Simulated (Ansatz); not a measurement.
# K3LaCl6: densities and their differences

For K3LaCl6 at its listed geometry, this session asks how the density differs from that of free atoms, which states sit where, how charge passes between sublattices, where a hole goes and how the density follows a moved atom.

Method: DFT r2SCAN, scalar-relativistic, plane waves, PAW, in Ansatz 0.2.0.

### 1 The structure to begin with

Symmetry: Fm-3m, No. 225, cubic system. Conventional cell: a = 11.512 Å, b = 11.512 Å, c = 11.512 Å, α = 90.00°, β = 90.00°, γ = 90.00°. K (site symmetry -43m) has 12 Cl at 4.07 Å as nearest neighbours. K (site symmetry m-3m) has 6 Cl at 2.99 Å as nearest neighbours. La (site symmetry m-3m) has 6 Cl at 2.77 Å as nearest neighbours. Around Cl (site symmetry 4mm) lie 1 La at 2.77 Å and 1 K at 2.99 Å.

Coordinates:

```
CELL_PARAMETERS angstrom
0.00000 5.75619 5.75619
5.75619 0.00000 5.75619
5.75619 5.75619 0.00000
ATOMIC_POSITIONS crystal
K 0.75000 0.75000 0.75000
K 0.25000 0.25000 0.25000
K 0.50000 0.50000 0.50000
La 0.00000 0.00000 0.00000
Cl 0.75981 0.24019 0.24019
Cl 0.24019 0.24019 0.75981
Cl 0.24019 0.75981 0.75981
Cl 0.24019 0.75981 0.24019
Cl 0.75981 0.24019 0.75981
Cl 0.75981 0.75981 0.24019
```

The structure comes from the Materials Project (structure only).

### 2 Self-consistent density

The input, input.yaml:

```yaml
crystal:
  lattice:
    - [0.0, 5.756193, 5.756193]
    - [5.756193, 0.0, 5.756193]
    - [5.756193, 5.756193, 0.0]
  atoms:
    - { symbol: K, position: [0.75, 0.75, 0.75] }
    - { symbol: K, position: [0.25, 0.25, 0.25] }
    - { symbol: K, position: [0.5, 0.5, 0.5] }
    - { symbol: La, position: [0.0, 0.0, 0.0] }
    - { symbol: Cl, position: [0.759809, 0.240191, 0.240191] }
    - { symbol: Cl, position: [0.240191, 0.240191, 0.759809] }
    - { symbol: Cl, position: [0.240191, 0.759809, 0.759809] }
    - { symbol: Cl, position: [0.240191, 0.759809, 0.240191] }
    - { symbol: Cl, position: [0.759809, 0.240191, 0.759809] }
    - { symbol: Cl, position: [0.759809, 0.759809, 0.240191] }
basis:
  ecutwfc: 500
  fft_grid_basis: typed
kpoints:
  mp_grid: { grid: [4, 4, 4] }
hamiltonian:
  xc: r2scan
scf:
  occupations: { method: gaussian, width: 0.05 }
output:
  forces: true
  stress: true
  eigenvalues: true
  bader: true
  write_density: true
  volumetric_format: npy
  elf: true
```

On the command line:

```bash
ansatz run input.yaml --threads 2 --pin off --max-ram 5120MiB --backend cpu --events-out ev --progress --plain --runs-dir out
```

### 4 Energy-resolved densities and projections

The windows are set from the levels of the base run, in eV from its Fermi level.

input.yaml, as its differences from that of step 2:

```diff
@@ -25,9 +25,27 @@
   occupations: { method: gaussian, width: 0.05 }
+  n_extra_bands: 10
 output:
   forces: true
-  stress: true
+  stress: false
   eigenvalues: true
-  bader: true
-  write_density: true
+  bader: false
+  write_density: false
   volumetric_format: npy
-  elf: true
+  band_densities:
+    - { e_range: [-3.19, -2.58] }
+    - { e_range: [2.58, 3.12] }
+    - { e_range: [-4.34, -2.56] }
+    - { e_range: [-13.22, -13.13] }
+    - { e_range: [-15.13, -14.75] }
+    - { e_range: [-15.65, -15.45] }
+  dos:
+    e_range: [-30, 8]
+    de: 0.02
+    method: { smearing: { sigma: 0.03, scheme: gaussian } }
+    projected: { site_lists: { Cl: [Cl], K: [K], La: [La] } }
+checkpoint:
+  read: start.run
+  write: ck
+  compress: false
+  write_wavefunctions: false
+  write_every: 100000
```

### 5 The crystal without its K atoms

The atoms left keep their places in the same cell.

input.yaml, as its differences from that of step 2:

```diff
@@ -6,5 +6,2 @@
   atoms:
-    - { symbol: K, position: [0.75, 0.75, 0.75] }
-    - { symbol: K, position: [0.25, 0.25, 0.25] }
-    - { symbol: K, position: [0.5, 0.5, 0.5] }
     - { symbol: La, position: [0.0, 0.0, 0.0] }
@@ -24,3 +21,3 @@
 scf:
-  occupations: { method: gaussian, width: 0.05 }
+  occupations: { method: gaussian, width: 0.1 }
 output:
@@ -32,2 +29 @@
   volumetric_format: npy
-  elf: true
```

### 6 The K sublattice alone

The atoms left keep their places in the same cell.

The input, input.yaml:

```yaml
crystal:
  lattice:
    - [0.0, 5.756193, 5.756193]
    - [5.756193, 0.0, 5.756193]
    - [5.756193, 5.756193, 0.0]
  atoms:
    - { symbol: K, position: [0.75, 0.75, 0.75] }
    - { symbol: K, position: [0.25, 0.25, 0.25] }
    - { symbol: K, position: [0.5, 0.5, 0.5] }
basis:
  ecutwfc: 500
  fft_grid_basis: typed
kpoints:
  mp_grid: { grid: [4, 4, 4] }
hamiltonian:
  xc: r2scan
scf:
  occupations: { method: gaussian, width: 0.1 }
output:
  forces: true
  stress: true
  eigenvalues: true
  bader: true
  write_density: true
  volumetric_format: npy
```

### 7 Removing 0.5 electron a cell

A uniform background keeps the cell neutral, and the atoms stay fixed.

input.yaml, as its differences from that of step 2:

```diff
@@ -16,2 +16,3 @@
     - { symbol: Cl, position: [0.759809, 0.759809, 0.240191] }
+total_charge: 0.5
 basis:
@@ -32,2 +33 @@
   volumetric_format: npy
-  elf: true
```

### 8 Moving K2 by 0.10 Å

The shift is (0.000, 0.000, 0.100) Å; all periodic copies of the atom move with it.

input.yaml, as its differences from that of step 2:

```diff
@@ -7,3 +7,3 @@
     - { symbol: K, position: [0.75, 0.75, 0.75] }
-    - { symbol: K, position: [0.25, 0.25, 0.25] }
+    - { symbol: K, position: [0.2586862967, 0.2586862967, 0.2413137033] }
     - { symbol: K, position: [0.5, 0.5, 0.5] }
@@ -32,2 +32 @@
   volumetric_format: npy
-  elf: true
```

(Steps that only read results are left out.)

What does the calculation give? Wanted: gap on the mesh; pressure; Bader charges; the top of the valence band; the bottom of the conduction band; stiffness against the shift of K2.

As calculated:

| quantity | value |
| --- | --- |
| gap on the mesh | 5.17 eV |
| pressure | -0.3 GPa |
| Bader charges | K +0.85 to +0.94, La +2.10, Cl -0.81 e |
| the top of the valence band | Cl 3p (over 95 %) |
| the bottom of the conduction band | La 4f (95 %) |
| stiffness against the shift of K2 | -0.3 eV/Å² |

What this shows: Cl–La (2.77 Å): Δρ is +0.05 e/Å³ at the midpoint. Cl–K (2.99 Å): Δρ is +0.007 e/Å³ at the midpoint, so little bond charge builds up halfway. In space (atomic cells sized by Bader volumes, not orbital character) the change of density that the hole brings, screening included, divides as Cl about 90 %, K little and La little; this need not match the band edge's orbital character. Spin-orbit coupling is left out, which matters for the bands of La. Spin polarisation is off in the runs that give these values; a magnetic solution could lie lower.

The gaps are Kohn-Sham values of a semilocal functional, not quasiparticle or optical gaps. Such gaps usually fall short of the measured ones.
